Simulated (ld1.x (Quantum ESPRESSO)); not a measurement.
# Pseudopotential generation for B: ultrasoft, PBE

Do these settings give a usable potential? It is generated, then checked for transferability, scattering, ghosts and hardness.

Program: ld1.x (Quantum ESPRESSO) 7.5. Reference atom: PBE, scalar-relativistic, spherical and spin-unpolarised. All values are calculated.

### Step 1. The design

Typed settings, in words:

* element: boron (B, Z = 5)
* type: ultrasoft
* frozen core: [He]
* valence charge: 3
* reference configuration: 2s1 2p2
* partial waves: 2s (bound): rcut 0.85, rcutus 1.10 bohr; 2s channel at 0.1 Ry: rcut 0.85, rcutus 1.10 bohr; 2p (bound): rcut 3.00, rcutus 3.85 bohr; 2p channel at 0.7 Ry: rcut 3.00, rcutus 3.85 bohr; 3d channel at 0.4 Ry: rcut 3.35, rcutus 4.15 bohr
* local potential: all-electron potential smoothed inside 1.70 bohr (lloc = -2)
* core correction: a·sin(br)/r model core, default radius (core density twice the valence density)
* augmentation charge: built from norm-conserving waves at rcut, not smoothed further

### Step 2. The generation run

The input, B.in:

```
 &input
   title='B', zed=5., rel=1, dft='PBE', iswitch=3,
   config='[He] 2s1 2p2 3d-2',
   nld=3, rlderiv=4.50, eminld=-3.0, emaxld=5.0, deld=0.02
 /
 &inputp
   pseudotype=3, tm=.true., lloc=-2, rcloc=1.70,
   nlcc=.true.,
   file_pseudopw='B.UPF', file_wfcaegen='ae.wfc', file_wfcncgen='nc.wfc', file_beta='beta', file_chi='chi', file_wfcusgen='us.wfc'
 /
5
2S  1  0   1.00   0.00  0.85  1.10  0.0
2S  1  0   0.00   0.10  0.85  1.10  0.0
2P  2  1   2.00   0.00  3.00  3.85  0.0
2P  2  1   0.00   0.70  3.00  3.85  0.0
3D  3  2  -2.00   0.40  3.35  4.15  0.0
 &test
   configts(1)='2s1 2p2'
 /
```

On the command line:

```sh
$ ld1.x < B.in > B.out
```

What the program wrote to B.out (without the banner and most projector matrices):

```text
     Program LD1 v.7.5

     !!!!!!!!!!!!!!!!!!! WARNING !!!!!!!!!!!!!!!!!!!!!!!
     Message from routine ld1_readin:
     US requires at least two energies per channel 3D
     !!!!!!!!!!!!!!!!!!!!!!!!!!!!!!!!!!!!!!!!!!!!!!!!!!!
     --------------------------- All-electron run ----------------------------

     B
     scalar relativistic calculation

     atomic number is  5.00
     dft =PBE   lsd =0 sic =0 latt =0  beta=0.20 tr2=1.0E-14
     Exchange-correlation= PBE
                           (   1   4   3   4   0   0   0)
     mesh =1059 r(mesh) = 101.04461 a.u. xmin = -7.00 dx = 0.01250
     1 Ry =  13.60569312 eV, c = 137.03599908

     n l     nl                  e(Ry)          e(Ha)          e(eV)
     1 0     1S 1( 2.00)       -13.3577        -6.6788      -181.7402
     2 0     2S 1( 1.00)        -0.7292        -0.3646        -9.9208
     2 1     2P 1( 2.00)        -0.2983        -0.1491        -4.0581

     final scf error:  7.2E-15 reached in  29 iterations

     Etot =     -48.776654 Ry,     -24.388327 Ha,    -663.640180 eV

     Ekin =      48.610370 Ry,      24.305185 Ha,     661.377778 eV
     Encl =    -112.712700 Ry,     -56.356350 Ha,   -1533.534410 eV
     Eh   =      22.824688 Ry,      11.412344 Ha,     310.545706 eV
     Exc  =      -7.499012 Ry,      -3.749506 Ha,    -102.029254 eV

     normalization and overlap integrals

     s(1S/1S) =  1.000000  <r> =   0.3291  <r2> =    0.1472  r(max) =   0.2103
     s(2S/2S) =  1.000000  <r> =   1.9384  <r2> =    4.5287  r(max) =   1.5152
     s(2P/2P) =  1.000000  <r> =   2.2491  <r2> =    6.5419  r(max) =   1.5536

     ------------------------ End of All-electron run ------------------------

     --------------------- Generating US pseudopotential ---------------------

      Generating local potential from pseudized AE potential:
      Matching radius rcloc =   1.7000
      Enforcing V''(0)=0 (lloc=-2)

      Local pseudo, rcloc= 1.717 Estimated cut-off energy=    10.10 Ry

      Computing core charge for nlcc:

       r > 0.66 : true rho core
       r < 0.66 : rho core = a sin(br)/r    a=   2.43  b=   3.96

      Integrated core pseudo-charge :   0.56

      Wfc   2S  rcut= 0.853  Using Troullier-Martins method
      Wfc-us  2S rcutus= 1.095  Estimated cut-off energy=    34.29 Ry

      Wfc   2S  rcut= 0.853  Using Troullier-Martins method
      Wfc-us  2S rcutus= 1.095  Estimated cut-off energy=    35.33 Ry

      Wfc   2P  rcut= 2.976  Using Troullier-Martins method
      Wfc-us  2P rcutus= 3.821  Estimated cut-off energy=     5.59 Ry

      Wfc   2P  rcut= 2.976  Using Troullier-Martins method
      Wfc-us  2P rcutus= 3.821  Estimated cut-off energy=     5.05 Ry

      Wfc   3D  rcut= 3.372  Using Troullier-Martins method
      Wfc-us  3D rcutus= 4.119  Estimated cut-off energy=     6.50 Ry

     ------------------- End of pseudopotential generation -------------------

     [... the all-electron block is printed once more ...]


     Computing logarithmic derivative in   4.52371
     Computing logarithmic derivative in   4.52371
     Computing the partial wave expansion
     R is outside the sphere for l=    0 j= 0.00
     R is outside the sphere for l=    0 j= 0.00
     R is outside the sphere for l=    1 j= 0.00
     R is outside the sphere for l=    1 j= 0.00
     R is outside the sphere for l=    2 j= 0.00

     ---------------------- Testing the pseudopotential ----------------------

     B
     scalar relativistic calculation

     atomic number is  5.00   valence charge is  3.00
     dft =PBE   lsd =0 sic =0 latt =0  beta=0.20 tr2=1.0E-14
     mesh =1059 r(mesh) = 101.04461 xmin = -7.00 dx = 0.01250

     n l     nl             e AE (Ry)        e PS (Ry)    De AE-PS (Ry)
     1 0     2S   1( 1.00)       -0.72916       -0.72917        0.00000
     2 1     2P   1( 2.00)       -0.29827       -0.29827        0.00000

     eps = 3.5E-16  iter =  3

     Etot =     -48.776654 Ry,     -24.388327 Ha,    -663.640180 eV
     Etotps =    -5.394459 Ry,      -2.697230 Ha,     -73.395356 eV

     Ekin =       1.415183 Ry,       0.707592 Ha,      19.254550 eV
     Encl =      -9.566752 Ry,      -4.783376 Ha,    -130.162298 eV
     Ehrt =       3.817681 Ry,       1.908841 Ha,      51.942197 eV
     Ecxc =      -2.286172 Ry,      -1.143086 Ha,     -31.104959 eV
     (Ecc =      -0.665978 Ry,      -0.332989 Ha,      -9.061093 eV)
     Epseu=       1.225601 Ry,       0.612801 Ha,      16.675153 eV

     ---------------------- End of pseudopotential test ----------------------
```

Wall time 1.3 s (1 thread of Neoverse-V2, shared host). (Generation and the later configuration tests together.)

Partial waves on a coarse radial grid (AE all-electron, PS pseudo):

| r (bohr) | 2s AE | 2s PS | 2p AE | 2p PS |
| --- | --- | --- | --- | --- |
| 0.208 | -0.2984 | 0.0601 | 0.0946 | 0.0101 |
| 0.415 | -0.0654 | 0.1580 | 0.2492 | 0.0391 |
| 0.622 | 0.2272 | 0.3041 | 0.3878 | 0.0847 |
| 0.830 | 0.4613 | 0.4732 | 0.4933 | 0.1430 |
| 1.038 | 0.6182 | 0.6183 | 0.5673 | 0.2087 |
| 1.245 | 0.7052 | 0.7052 | 0.6120 | 0.2761 |
| 1.453 | 0.7376 | 0.7376 | 0.6319 | 0.3404 |
| 1.660 | 0.7309 | 0.7309 | 0.6324 | 0.3961 |
| 1.868 | 0.6983 | 0.6983 | 0.6188 | 0.4402 |
| 2.075 | 0.6504 | 0.6504 | 0.5955 | 0.4697 |
| 2.282 | 0.5944 | 0.5944 | 0.5658 | 0.4843 |
| 2.490 | 0.5353 | 0.5353 | 0.5320 | 0.4844 |
| 2.698 | 0.4766 | 0.4766 | 0.4964 | 0.4720 |
| 2.905 | 0.4209 | 0.4209 | 0.4604 | 0.4500 |
| 3.113 | 0.3689 | 0.3689 | 0.4247 | 0.4214 |
| 3.320 | 0.3217 | 0.3217 | 0.3904 | 0.3898 |
| 3.528 | 0.2790 | 0.2790 | 0.3575 | 0.3575 |
| 3.735 | 0.2413 | 0.2413 | 0.3267 | 0.3267 |
| 3.943 | 0.2079 | 0.2079 | 0.2978 | 0.2978 |
| 4.150 | 0.1787 | 0.1787 | 0.2710 | 0.2710 |
| 4.358 | 0.1532 | 0.1532 | 0.2462 | 0.2462 |
| 4.565 | 0.1312 | 0.1312 | 0.2234 | 0.2234 |
| 4.773 | 0.1121 | 0.1121 | 0.2024 | 0.2024 |
| 4.980 | 0.0957 | 0.0957 | 0.1833 | 0.1833 |
| 5.188 | 0.0815 | 0.0815 | 0.1657 | 0.1657 |
| 5.395 | 0.0694 | 0.0694 | 0.1497 | 0.1497 |

### Step 3. Testing the new file in other configurations

The input, B.test.in:

```
 &input
   title='B', zed=5., rel=1, dft='PBE', iswitch=2,
   config='[He] 2s1 2p2 3d-2'
 /
 &test
   file_pseudo='B.UPF', nconf=8,
   configts(1)='2s1 2p2',
   configts(2)='2s2 2p1',
   configts(3)='2s2 2p0',
   configts(4)='2s1 2p0',
   configts(5)='2s0 2p3',
   configts(6)='2s2 2p0.5',
   configts(7)='2s2 2p1.3',
   configts(8)='2s1 2p1'
 /
```

On the command line:

```sh
$ ld1.x < B.test.in > B.test.out
```

B.test.out, the pseudopotential blocks, each with the warnings that came before it:

```text
     ---------------------- Testing the pseudopotential ----------------------

     B
     scalar relativistic calculation

     atomic number is  5.00   valence charge is  3.00
     dft =PBE   lsd =0 sic =0 latt =0  beta=0.20 tr2=1.0E-14
     mesh =1059 r(mesh) = 101.04461 xmin = -7.00 dx = 0.01250

     n l     nl             e AE (Ry)        e PS (Ry)    De AE-PS (Ry)
     1 0     2S   1( 1.00)       -0.72916       -0.72917        0.00000
     2 1     2P   1( 2.00)       -0.29827       -0.29827        0.00000

     eps = 3.6E-16  iter =  3

     Etot =     -48.776654 Ry,     -24.388327 Ha,    -663.640180 eV
     Etotps =    -5.394459 Ry,      -2.697230 Ha,     -73.395356 eV

     Ekin =       1.415183 Ry,       0.707592 Ha,      19.254550 eV
     Encl =      -9.566752 Ry,      -4.783376 Ha,    -130.162298 eV
     Ehrt =       3.817681 Ry,       1.908841 Ha,      51.942197 eV
     Ecxc =      -2.286172 Ry,      -1.143086 Ha,     -31.104959 eV
     (Ecc =      -0.665978 Ry,      -0.332989 Ha,      -9.061093 eV)
     Epseu=       1.225601 Ry,       0.612801 Ha,      16.675153 eV

     ---------------------- End of pseudopotential test ----------------------

     ---------------------- Testing the pseudopotential ----------------------

     B
     [...]
     n l     nl             e AE (Ry)        e PS (Ry)    De AE-PS (Ry)
     1 0     2S   1( 2.00)       -0.69405       -0.68580       -0.00826  !
     2 1     2P   1( 1.00)       -0.26511       -0.25950       -0.00561  !

     eps = 4.7E-15  iter = 10

     Etot =     -49.206684 Ry,     -24.603342 Ha,    -669.491038 eV
     Etotps =    -5.823081 Ry,      -2.911541 Ha,     -79.227056 eV
     dEtot_ae =      -0.430030 Ry
     dEtot_ps =      -0.428622 Ry,   Delta E=      -0.001408 Ry

     [...]
     ---------------------- End of pseudopotential test ----------------------

     ---------------------- Testing the pseudopotential ----------------------

     B
     [...]
     n l     nl             e AE (Ry)        e PS (Ry)    De AE-PS (Ry)
     1 0     2S   1( 2.00)       -1.43403       -1.41477       -0.01926  !
     2 1     2P   1( 0.00)       -0.98227       -0.94701       -0.03526  !

     eps = 3.2E-15  iter =  7

     Etot =     -48.602552 Ry,     -24.301276 Ha,    -661.271411 eV
     Etotps =    -5.230057 Ry,      -2.615029 Ha,     -71.158551 eV
     dEtot_ae =       0.174101 Ry
     dEtot_ps =       0.164402 Ry,   Delta E=       0.009699 Ry

     [...]
     ---------------------- End of pseudopotential test ----------------------

     Warning: n=2, l=1 expected 0 nodes, found 1
     ---------------------- Testing the pseudopotential ----------------------

     B
     [...]
     n l     nl             e AE (Ry)        e PS (Ry)    De AE-PS (Ry)
     1 0     2S   1( 1.00)       -2.31339       -2.28361       -0.02978  !
     2 1     2P   1( 0.00)       -1.87356       -1.75683       -0.11673  !

     eps = 6.4E-15  iter = 10

     Etot =     -46.734041 Ry,     -23.367020 Ha,    -635.849013 eV
     Etotps =    -3.385896 Ry,      -1.692948 Ha,     -46.067458 eV
     dEtot_ae =       2.042613 Ry
     dEtot_ps =       2.008563 Ry,   Delta E=       0.034050 Ry

     [...]
     ---------------------- End of pseudopotential test ----------------------

     ---------------------- Testing the pseudopotential ----------------------

     B
     [...]
     n l     nl             e AE (Ry)        e PS (Ry)    De AE-PS (Ry)
     1 0     2S   1( 0.00)       -0.75829       -0.77088        0.01259  !
     2 1     2P   1( 3.00)       -0.32646       -0.33562        0.00916  !

     eps = 5.6E-15  iter =  9

     Etot =     -48.345216 Ry,     -24.172608 Ha,    -657.770177 eV
     Etotps =    -4.961356 Ry,      -2.480678 Ha,     -67.502691 eV
     dEtot_ae =       0.431437 Ry
     dEtot_ps =       0.433103 Ry,   Delta E=      -0.001666 Ry

     [...]
     ---------------------- End of pseudopotential test ----------------------

     ---------------------- Testing the pseudopotential ----------------------

     B
     [...]
     n l     nl             e AE (Ry)        e PS (Ry)    De AE-PS (Ry)
     1 0     2S   1( 2.00)       -1.03851       -1.03427       -0.00425
     2 1     2P   1( 0.50)       -0.59442       -0.58805       -0.00637  !

     eps = 6.6E-15  iter = 13

     Etot =     -48.994466 Ry,     -24.497233 Ha,    -666.603665 eV
     Etotps =    -5.612997 Ry,      -2.806498 Ha,     -76.368710 eV
     dEtot_ae =      -0.217812 Ry
     dEtot_ps =      -0.218537 Ry,   Delta E=       0.000725 Ry

     [...]
     ---------------------- End of pseudopotential test ----------------------

     ---------------------- Testing the pseudopotential ----------------------

     B
     [...]
     n l     nl             e AE (Ry)        e PS (Ry)    De AE-PS (Ry)
     1 0     2S   1( 2.00)       -0.51890       -0.50547       -0.01342  !
     2 1     2P   1( 1.30)       -0.10161       -0.09126       -0.01034  !

     eps = 6.7E-15  iter =  9

     Etot =     -49.260950 Ry,     -24.630475 Ha,    -670.229365 eV
     Etotps =    -5.874927 Ry,      -2.937464 Ha,     -79.932456 eV
     dEtot_ae =      -0.484296 Ry
     dEtot_ps =      -0.480468 Ry,   Delta E=      -0.003828 Ry

     [...]
     ---------------------- End of pseudopotential test ----------------------

     ---------------------- Testing the pseudopotential ----------------------

     B
     [...]
     n l     nl             e AE (Ry)        e PS (Ry)    De AE-PS (Ry)
     1 0     2S   1( 1.00)       -1.43999       -1.46581        0.02583  !
     2 1     2P   1( 1.00)       -0.98910       -0.99345        0.00436

     eps = 6.1E-15  iter =  9

     Etot =     -48.151191 Ry,     -24.075596 Ha,    -655.130332 eV
     Etotps =    -4.759972 Ry,      -2.379986 Ha,     -64.762714 eV
     dEtot_ae =       0.625462 Ry
     dEtot_ps =       0.634487 Ry,   Delta E=      -0.009025 Ry

     [...]
     ---------------------- End of pseudopotential test ----------------------
```

Excitation and ionisation energies from 2s1 2p2, with the error of the potential. A star marks tests that logged a warning. The frozen-core shift comes from a second all-electron run, not shown, with the core orbitals held at their reference shape; it is that run's ΔE less the relaxed one.

| valence configuration | charge | ΔE all-electron (eV) | error AE − PS (meV) | frozen-core shift (meV) |
| --- | --- | --- | --- | --- |
| 2s2 2p1 | 0 | -5.851 | -19 | +0.4 |
| 2s2 2p0 | +1 | 2.369 | +132 | +0.5 |
| 2s1 2p0 * | +2 | 27.791 | +463 | +3.5 |
| 2s0 2p3 | 0 | 5.870 | -23 | +0.5 |
| 2s2 2p0.5 | +0.5 | -2.963 | +9.9 | +0.4 |
| 2s2 2p1.3 | -0.3 | -6.589 | -52 | +0.4 |
| 2s1 2p1 | +1 | 8.510 | -123 | +0.2 |

### Step 4. Scattering by logarithmic derivatives

Taken from the files of the generation run. The phase is arctan(r·u′/u) with u = r·R, unwrapped, with energies in Ry. A pole is an energy at which the radial function vanishes at the test radius. The pseudo phase is shifted by a multiple of π to meet the all-electron one at the reference energy. Levels narrower than the energy grid can be missing from the poles. The last column is the largest difference on the grid between −1 and +1 Ry.

| channel | radius (bohr) | reference (Ry) | poles AE | poles PS | window around the reference with phases within 0.05 rad (Ry) | largest difference near zero (rad) |
| --- | --- | --- | --- | --- | --- | --- |
| s | 4.52 | -0.73 | -0.70, 1.12, 3.89 | -0.70, 1.12, 3.90 | the whole range | 0.000 |
| p | 4.52 | -0.30 | -0.23, 1.28, 3.79 | -0.23, 2.61, 3.50 | -0.3 to -0.1 | 1.718 |
| d | 4.52 | 0.40 | 0.97, 3.00 | 1.00, 4.44 | below 1.3 | 0.010 |

Phases (rad) along the scan:

| E (Ry) | p AE | p PS | s AE | s PS |
| --- | --- | --- | --- | --- |
| -3.00 | 1.441 | 1.442 | 1.438 | 1.438 |
| -2.52 | 1.429 | 1.430 | 1.425 | 1.425 |
| -2.04 | 1.412 | 1.413 | 1.407 | 1.407 |
| -1.56 | 1.387 | 1.390 | 1.378 | 1.378 |
| -1.08 | 1.345 | 1.351 | 1.316 | 1.316 |
| -0.60 | 1.224 | 1.243 | -1.757 | -1.757 |
| -0.12 | -1.770 | -1.730 | -2.048 | -2.048 |
| 0.36 | -2.608 | -2.026 | -3.921 | -3.921 |
| 0.84 | -4.499 | -3.230 | -4.616 | -4.616 |
| 1.32 | -4.723 | -4.384 | -4.765 | -4.765 |
| 1.80 | -4.866 | -4.589 | -4.910 | -4.910 |
| 2.28 | -5.433 | -4.672 | -5.698 | -5.697 |
| 2.76 | -7.575 | -4.731 | -7.586 | -7.586 |
| 3.24 | -7.773 | -5.468 | -7.766 | -7.766 |
| 3.72 | -7.845 | -7.892 | -7.835 | -7.835 |
| 4.20 | -7.901 | -7.947 | -7.885 | -7.884 |
| 4.68 | -7.975 | -8.020 | -7.939 | -7.939 |

### Step 5. Cutoff and ghost test in a Bessel basis

This step uses the generator's waves and projectors in a separate script. Basis: spherical Bessel functions vanishing at 20 bohr, q² up to the cutoff; potential fixed at the reference.

Even at 400 Ry an occupied level stays 320 mRy from its reference, so no cutoffs are read; the levels have long settled, so the basis size isn't the cause: the level found isn't the valence state, or the test fails for this file. The basis also finds a p level at -0.78 Ry, below the valence levels, which may be a ghost. The ghost test is not conclusive.

### Step 6. Results

```
                                                quantity                                               value
                                                 cutoffs                                      not determined
                                            bound ghosts                                      not determined
                            largest test error (AE − PS)  +463 meV, for 2s1 2p0 (this test logged a warning)
largest phase difference near zero energy, channels read                                           1.718 rad
         lowest eigenvalue of the overlap (Bessel basis)                                           0.647 (s)
```

In words: The worst unpolarised test, 2s1 2p0, is off by 463 meV on 27.8 eV; by total energies transferability rates as poor. Freezing the core alone would shift it much less, so the error comes from the pseudisation. Even at 400 Ry an occupied level stays 320 mRy from its reference, so no cutoffs are read; the levels have long settled, so the basis size isn't the cause: the level found isn't the valence state, or the test fails for this file. The basis also finds a p level at -0.78 Ry, below the valence levels, which may be a ghost. Ghosts could not be judged. Of the channels read, p scatters worst near zero energy, by up to 1.72 rad. These are tests on the free atom; a crystal test is still owed.
